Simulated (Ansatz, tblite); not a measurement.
# The cluster Zn₆Te₆H₂₂: a ladder of methods and basis sets

How do method and basis change the picture of the cluster Zn₆Te₆H₂₂ (singlet)?

The runs use Ansatz 0.2.0, Gaussian basis; as each input shows.

Plan: GFN1-xTB, GFN2-xTB, PBE-D4/def2-TZVP, r2SCAN-D4/def2-TZVP, BHLYP-D4/def2-TZVP, B97M-V/def2-TZVP, r2SCANh-D4/def2-TZVP, LC-ωPBE(0.10)/def2-SVP, LC-ωPBE(0.15)/def2-SVP, LC-ωPBE(0.20)/def2-SVP, LC-ωPBE(0.30)/def2-SVP, PBE-D4/def2-SVP, PBE0-D4/def2-SVP, MP2/def2-SVP, RPA/def2-SVP.

5 further runs of the same task are left out: 1 that didn't finish, 4 set aside as unsound or not needed. Runs told in other sessions of the task aren't counted.

**1. The geometry**

The singlet was relaxed beforehand with PBE-D4/def2-SVP, loosely relaxed.

34 atoms, charge 0, spin multiplicity 1.

Bond lengths: Zn1–Te7 3.095 Å, Zn1–Te9 3.095 Å, Zn1–H13 1.577 Å, Zn1–H14 1.555 Å, Zn2–Te8 2.761 Å, Zn2–Te10 3.095 Å, Zn2–H15 1.549 Å, Zn2–H22 1.733 Å, Zn3–Te7 3.072 Å, Zn3–Te11 3.014 Å, Zn3–H17 1.579 Å, Zn3–H18 1.556 Å, Zn4–Te8 2.692 Å, Zn4–Te12 2.732 Å, Zn4–H19 1.563 Å, Zn5–Te8 2.723 Å, Zn5–Te9 2.623 Å, Zn5–Te11 2.591 Å and more. Angles: Te7–Zn1–Te9 86.1°, Te7–Zn1–H13 93.2°, Te7–Zn1–H14 99.7°, Te9–Zn1–H13 72.9°, Te9–Zn1–H14 114.4°, H13–Zn1–H14 165.5°, Te8–Zn2–Te10 96.6°, Te8–Zn2–H15 128.7°, Te8–Zn2–H22 86.3°, Te10–Zn2–H15 103.4°, Te10–Zn2–H22 93.0°, H15–Zn2–H22 138.0°, Te7–Zn3–Te11 83.6°, Te7–Zn3–H17 92.8°, Te7–Zn3–H18 100.4°, Te11–Zn3–H17 77.8°, Te11–Zn3–H18 112.4°, H17–Zn3–H18 164.1° and more.

Coordinates:

```
Zn   -2.4488    1.8062   -3.0333
Zn   -1.6365    0.1374    3.0320
Zn    1.6468   -2.5929   -3.0476
Zn    0.4011   -1.8447    2.5856
Zn    1.0608    0.9587   -0.3886
Zn    0.7990    1.4782    2.9063
Te   -0.3945   -0.4014   -3.7300
Te   -0.8909   -0.7129    0.5130
Te   -0.1996    3.0627   -1.3184
Te   -1.3626    3.1704    2.4792
Te    2.9825   -0.3909   -1.4828
Te    3.0605   -1.2183    2.5488
H    -2.6433    1.2839   -1.5579
H    -2.6238    2.4541   -4.4361
H    -3.0176    0.0227    3.7234
H    -4.4579    0.9180    1.0131
H     1.0534   -2.8035   -1.5997
H     2.3019   -2.8100   -4.4425
H    -0.1821   -2.9409    3.5356
H     0.9638   -4.1712    1.0910
H     1.2697    1.1522    1.2959
H     0.0345   -0.0280    3.4589
H     1.8237    2.0806    3.9265
H    -1.4487   -1.1691   -4.8063
H     0.3762    0.3369   -5.0280
H    -1.8036   -1.9119   -0.2373
H    -4.1866    1.0684    0.3065
H     1.2106    4.0002   -1.3419
H    -2.6040    2.2443    1.7958
H    -0.6861    3.3208    0.6936
H     1.0455   -3.8665    0.3841
H     3.8603    1.0047   -1.8757
H     3.4757   -2.8160    2.1983
H     3.2201   -0.8224    0.8387
```

Te takes a core potential in the def2 sets. No spin-orbit coupling is included.

PBE0-D4/def2-TZVP was run before; its log isn't repeated, and its numbers join the tables.

**2. GFN1-xTB**

Tight binding, by tblite at 300 K electronic temperature and without a spin-polarisation term:

```python
tblite.interface.Calculator('GFN1-xTB', numbers, positions, charge=0, uhf=0).singlepoint()
```

Energy -1073.9705 eV, HOMO -9.75 eV, LUMO -6.39 eV; 0.063 s.

**3. GFN2-xTB**

Tight binding, by tblite at 300 K electronic temperature and without a spin-polarisation term:

```python
tblite.interface.Calculator('GFN2-xTB', numbers, positions, charge=0, uhf=0).singlepoint()
```

Energy -900.6904 eV, HOMO -10.59 eV, LUMO -7.38 eV; 0.086 s.

**4. PBE-D4/def2-TZVP**

start.molden holds the orbitals of an earlier run on this state, given as this run's starting guess.

Input file in.yaml:

```yaml
crystal:
  periodic: [false, false, false]
  atoms:
    - {symbol: Zn, position_ang: [-2.448798, 1.806222, -3.033344]}
    - {symbol: Zn, position_ang: [-1.636484, 0.137365, 3.031979]}
    - {symbol: Zn, position_ang: [1.646808, -2.592909, -3.047621]}
    - {symbol: Zn, position_ang: [0.401095, -1.844727, 2.585557]}
    - {symbol: Zn, position_ang: [1.060782, 0.958668, -0.388644]}
    - {symbol: Zn, position_ang: [0.798950, 1.478238, 2.906254]}
    - {symbol: Te, position_ang: [-0.394464, -0.401379, -3.729962]}
    - {symbol: Te, position_ang: [-0.890887, -0.712861, 0.513027]}
    - {symbol: Te, position_ang: [-0.199608, 3.062688, -1.318362]}
    - {symbol: Te, position_ang: [-1.362563, 3.170407, 2.479185]}
    - {symbol: Te, position_ang: [2.982490, -0.390881, -1.482794]}
    - {symbol: Te, position_ang: [3.060503, -1.218285, 2.548787]}
    - {symbol: H, position_ang: [-2.643250, 1.283873, -1.557897]}
    - {symbol: H, position_ang: [-2.623751, 2.454102, -4.436055]}
    - {symbol: H, position_ang: [-3.017595, 0.022716, 3.723378]}
    - {symbol: H, position_ang: [-4.457879, 0.918006, 1.013083]}
    - {symbol: H, position_ang: [1.053444, -2.803471, -1.599736]}
    - {symbol: H, position_ang: [2.301947, -2.809977, -4.442533]}
    - {symbol: H, position_ang: [-0.182080, -2.940915, 3.535639]}
    - {symbol: H, position_ang: [0.963818, -4.171187, 1.091009]}
    - {symbol: H, position_ang: [1.269744, 1.152209, 1.295889]}
    - {symbol: H, position_ang: [0.034539, -0.028022, 3.458918]}
    - {symbol: H, position_ang: [1.823738, 2.080626, 3.926521]}
    - {symbol: H, position_ang: [-1.448682, -1.169135, -4.806323]}
    - {symbol: H, position_ang: [0.376243, 0.336909, -5.028033]}
    - {symbol: H, position_ang: [-1.803640, -1.911850, -0.237310]}
    - {symbol: H, position_ang: [-4.186577, 1.068436, 0.306474]}
    - {symbol: H, position_ang: [1.210636, 4.000192, -1.341896]}
    - {symbol: H, position_ang: [-2.603950, 2.244290, 1.795773]}
    - {symbol: H, position_ang: [-0.686089, 3.320821, 0.693630]}
    - {symbol: H, position_ang: [1.045457, -3.866491, 0.384116]}
    - {symbol: H, position_ang: [3.860288, 1.004725, -1.875658]}
    - {symbol: H, position_ang: [3.475677, -2.815955, 2.198275]}
    - {symbol: H, position_ang: [3.220138, -0.822438, 0.838665]}
basis:
  gaussian: {orbitals: def2-TZVP, fitting: {mean_field: def2-universal-jkfit}, initial_orbitals: start.molden}
hamiltonian: {xc: pbe, dispersion: d4}
scf: {omitted_lower_state_checks: [starts]}
output: {forces: true, orbitals: {seedname: orbitals}}
```

Command:

```console
$ ansatz run in.yaml --threads 2 --pin off --events-out ev --progress --plain --max-ram 32768MiB --backend cuda --devices 0, --max-vram 18GiB
```

After this run come: r2SCAN-D4/def2-TZVP; BHLYP-D4/def2-TZVP; B97M-V/def2-TZVP; r2SCANh-D4/def2-TZVP; LC-ωPBE(0.10)/def2-SVP; LC-ωPBE(0.15)/def2-SVP; LC-ωPBE(0.20)/def2-SVP; LC-ωPBE(0.30)/def2-SVP; PBE-D4/def2-SVP; PBE0-D4/def2-SVP; MP2/def2-SVP; RPA/def2-SVP.

Q: Predict the results of all the runs planned. Wanted: gap in def2-TZVP, named functionals, smallest and largest; gap over the ω; correlation energy, MP2/def2-SVP; binding an atom, functionals in def2-TZVP; PBE0 total energy, smallest basis above largest.

**Answer**, as computed:

| quantity | value |
| --- | --- |
| gap in def2-TZVP, named functionals, smallest and largest | 3.18 eV (PBE-D4), 6.29 eV (BHLYP-D4) |
| gap over the ω (1/bohr) | 5.89 eV at 0.1, 8.51 eV at 0.3 |
| correlation energy, MP2/def2-SVP | -76.85 eV |
| binding an atom, functionals in def2-TZVP | 1.91 (BHLYP-D4) to 1.98 eV (r2SCAN-D4) |
| PBE0 total energy, smallest basis above largest | 43.87 eV (def2-SVP, def2-TZVP) |

Orbital gaps of the named functionals in def2-TZVP span 3.18 eV (PBE-D4) to 6.29 eV (BHLYP-D4); exact exchange widens it. Raising the ω (1/bohr) from 0.1 to 0.3 moves the HOMO by -1.42 eV and the LUMO by +1.20 eV.
